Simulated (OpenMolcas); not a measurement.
**Mo⁴⁺ with 6 ligands (ammonia): CASSCF and CASPT2 levels and susceptibility**

Which state of Mo⁴⁺ lies lowest among these ligands, how large is the field, and what χT follows?

Method: state-averaged CASSCF and CASPT2, spin-orbit coupling by RASSI with atomic mean-field integrals. Code: OpenMolcas 26.06.

## (1) The atom as given

* Species: Mo⁴⁺ (molybdenum, Z = 42, 38 electrons)
* Basis: ANO-RCC-VTZP [7s6p4d2f1g], 242 functions with the ligands
* Scalar Hamiltonian: DKH2, point nucleus
* Inactive shells: 1s 2s 2p 3s 3p 3d 4s 4p of the metal, and all ligand shells
* Active space: 2 electrons in 5 orbitals (4d)
* Some configurations of this space: 4d²
* Orbitals: optimised for each spin and parity, averaged over all roots

The outer shells:

4d2
```
4d [↑ ][↑ ][  ][  ][  ]
```

Mo⁴⁺ is taken with 6 ligands (ammonia) in octahedron coordination (S6) at 2.01 Å. Ligand basis ANO-RCC-VDZP. The distances are assumed, not relaxed.

```xyz
25

Mo    0.0000    0.0000    0.0000
N     2.0100    0.0000    0.0000
H     2.3921    0.9457    0.0000
H     2.3921   -0.4729    0.8190
H     2.3921   -0.4729   -0.8190
N     0.0000    2.0100    0.0000
H     0.0000    2.3921    0.9457
H     0.8190    2.3921   -0.4729
H    -0.8190    2.3921   -0.4729
N    -2.0100    0.0000    0.0000
H    -2.3921   -0.9457    0.0000
H    -2.3921    0.4729   -0.8190
H    -2.3921    0.4729    0.8190
N     0.0000   -2.0100    0.0000
H     0.0000   -2.3921   -0.9457
H    -0.8190   -2.3921    0.4729
H     0.8190   -2.3921    0.4729
N     0.0000    0.0000    2.0100
H     0.9457    0.0000    2.3921
H    -0.4729    0.8190    2.3921
H    -0.4729   -0.8190    2.3921
N     0.0000    0.0000   -2.0100
H    -0.9457    0.0000   -2.3921
H     0.4729   -0.8190   -2.3921
H     0.4729    0.8190   -2.3921
```

The work runs as a chain of OpenMolcas steps in one folder; each step below is one input file. Labels, J, g values, rates, χT and fits are worked out afterwards by a script from the matrices that RASSI stores.

## (2) GATEWAY and SEWARD: basis and integrals

The input, a.inp:

```
&GATEWAY
Coord
25

Mo 0.0 0.0 0.0
N 2.010000 0.000000 0.000000
H 2.392099 0.945728 0.000000
H 2.392099 -0.472864 0.819024
H 2.392099 -0.472864 -0.819024
N 0.000000 2.010000 0.000000
H 0.000000 2.392099 0.945728
H 0.819024 2.392099 -0.472864
H -0.819024 2.392099 -0.472864
N -2.010000 0.000000 0.000000
H -2.392099 -0.945728 0.000000
H -2.392099 0.472864 -0.819024
H -2.392099 0.472864 0.819024
N 0.000000 -2.010000 0.000000
H 0.000000 -2.392099 -0.945728
H -0.819024 -2.392099 0.472864
H 0.819024 -2.392099 0.472864
N 0.000000 0.000000 2.010000
H 0.945728 0.000000 2.392099
H -0.472864 0.819024 2.392099
H -0.472864 -0.819024 2.392099
N 0.000000 0.000000 -2.010000
H -0.945728 0.000000 -2.392099
H 0.472864 -0.819024 -2.392099
H 0.472864 0.819024 -2.392099
Basis=Mo.ANO-RCC-VTZP,H.ANO-RCC-VDZP,N.ANO-RCC-VDZP
Group=XYZ
NoMove
AngMom=0.0 0.0 0.0
AMFI
RICD
&SEWARD
```

Run with:

```
> OMP_NUM_THREADS=1 MOLCAS_MEM=2457 MOLCAS_PROJECT=a pymolcas a.inp > a.log
```

## (3) Reference wave functions, triplets of even parity, 10 roots

The input, a.inp:

```
&RASSCF
FileOrb=start.orb
Symmetry=1
Spin=3
nActEl=2 0 0
Inactive=24 24
Ras2=5 0
CIRoot=10 10 1
SDav=10
CIMx=300
Iter=150 100
PrWF=0.3
OrbListing=Nothing
MaxOrb=0
LevShft=1.0
>>> COPY $Project.JobIph JOB001
```

start.orb holds start orbitals that the driver prepared beforehand, or those of the step before.

## (4) CASSCF: singlets of even parity, 15 roots

The input, a.inp:

```
&RASSCF
FileOrb=start.orb
Symmetry=1
Spin=1
nActEl=2 0 0
Inactive=24 24
Ras2=5 0
CIRoot=15 15 1
SDav=15
CIMx=300
Iter=150 100
PrWF=0.3
OrbListing=Nothing
MaxOrb=0
LevShft=1.0
>>> COPY $Project.JobIph JOB002
```

## (5) State interaction with spin-orbit coupling

The input, a.inp:

```
&RASSI
NrOfJobIphs=2 10 15
1 2 3 4 5 6 7 8 9 10
1 2 3 4 5 6 7 8 9 10 11 12 13 14 15
IphNames
JOB001
JOB002
EJob
SpinOrbit
DIPRint=1.0
SOCoupling=1000.0
Subsets=2
Property=9
'ANGMOM' 1 'ANGMOM' 2 'ANGMOM' 3 'MLTPL  1' 1 'MLTPL  1' 2 'MLTPL  1' 3
'AMFI' 1 'AMFI' 2 'AMFI' 3
SOProperty=3
'ANGMOM' 1 'ANGMOM' 2 'ANGMOM' 3
```

## (6) CASPT2: IPEA 0.25, imaginary shift 0.1 (closed shells correlated: 4s 4p of the metal, with ligand shells; the Frozen line counts the rest)

The input, a.inp:

```
>>> COPY JOB001 $Project.JobIph
&CASPT2
Multistate=10 1 2 3 4 5 6 7 8 9 10
NoMult
Frozen=11 9
IPEA=0.25
Imaginary=0.1
MaxIter=60
WThr=0.0 0.3 0.05
PrWF=0.5
NoMix
>>> COPY JOB002 $Project.JobIph
&CASPT2
Multistate=15 1 2 3 4 5 6 7 8 9 10 11 12 13 14 15
NoMult
Frozen=11 9
IPEA=0.25
Imaginary=0.1
MaxIter=60
WThr=0.0 0.3 0.05
PrWF=0.5
NoMix
```

## (7) CASPT2: IPEA 0.25, real shift 0.3 (closed shells correlated: 4s 4p of the metal, with ligand shells; the Frozen line counts the rest)

a.inp: that of step 6 with these lines changed.

```diff
@@ -6,3 +6,3 @@
 IPEA=0.25
-Imaginary=0.1
+Shift=0.3
 MaxIter=60
@@ -17,3 +17,3 @@
 IPEA=0.25
-Imaginary=0.1
+Shift=0.3
 MaxIter=60
```

(Steps that only read results are left out.)

Before running it: what results should come out? Wanted: spin-free ground state; first state of the same spin within the active space; lowest level; next level.

As calculated:

| quantity | value |
| --- | --- |
| method | SS-CASPT2, IPEA 0.25, imaginary shift 0.1 (closed shells correlated: 4s 4p of the metal, with ligand shells; the Frozen line counts the rest) |
| spin-free ground state | triplet, 2-fold in its orbital part |
| first state of the same spin within the active space | triplet at 452 cm⁻¹ |
| lowest level | 2-fold, g = 0.00, 0.00, 1.95 |
| next level | 161.2 cm⁻¹ |
| χT at 300 K | 0.48 cm³ K/mol |
| effective moment at 300 K | 1.95 μB |

Cost by method:

```csv
method,time of its own steps,time with the reference
A. CASSCF,78 s,78 s
"B. SS-CASPT2, IPEA 0.25, imaginary shift 0.1, +4s 4p",5.8 min,7.1 min
"C. SS-CASPT2, IPEA 0.25, real shift 0.3, +4s 4p",5.4 min,6.7 min
```

Times are of one thread on a shared host.

**Reading.** The spin-free ground state (triplet) is 2-fold and keeps the highest spin of the shell. χT at 300 K is 0.48, against 1.00 cm³ K/mol for the spin alone, so spin-orbit coupling lowers it. CASPT2 does not keep the components of a term degenerate, and the means are used. The bonds are covalent and no ligand orbital is active, so the numbers are rough.
